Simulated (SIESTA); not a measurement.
Crystal: AlFe.

```
CELL_PARAMETERS angstrom
2.91000 0.00000 0.00000
0.00000 2.91000 0.00000
0.00000 0.00000 2.91000
ATOMIC_POSITIONS crystal
Fe 0.50000 0.50000 0.50000
Al 0.00000 0.00000 0.00000
```

- Program: SIESTA 5.4.2
- Task: single point
- Functional: PBEsol
- Potentials or basis: PseudoDojo 0.4 standard (PBEsol files)
- Basis: DZP (energy shift 0.003 Ry; two zetas on semicore shells)
- Grid cutoff: 800 Ry
- Energy shift: 0.003 Ry
- k mesh: 9 × 9 × 9
- Occupations: fermi-dirac, width 0.05 eV
- Spin: collinear spin, ferromagnetic start
- Starting moments: [3.0, 0.0] μB

On this cell: pressure -11.7 GPa; largest force zero by symmetry; net moment 0.70 μB per cell; site moments Fe +0.82; Al -0.12 μB; band gap on the k mesh none (metal or under the smearing width).

The same run follows on a disturbed copy (atoms moved at random, drawn with an rms of 0.05 Å):

```
Fe Al
1.0
     2.91000    0.00000    0.00000
     0.00000    2.91000    0.00000
     0.00000    0.00000    2.91000
Fe Al
1 1
Direct
  0.51559 0.50657 0.47597
  0.01707 0.01564 0.98906
```

Problem. What does the disturbed cell give?

Solution. The energy (extrapolated to zero smearing) moves by +3.9 meV/atom; pressure -11.4 GPa; largest force 0.342 eV/Å; net moment 0.70 μB per cell; site moments Fe +0.82; Al -0.12 μB; band gap on the k mesh none (metal or under the smearing width).

Forces on the atoms (eV/Å):
```
Fe   0.026  0.198  0.274
Al  -0.032 -0.195 -0.280
```

Stress tensor (GPa, compression positive):
```
-11.38   0.01   0.03
  0.01 -11.45   0.14
  0.03   0.14 -11.48
```

Caveats: short orbitals over semicore shells can move pressures by several GPa; the basis of atomic orbitals isn't converged, which shifts pressures, moduli and gaps.
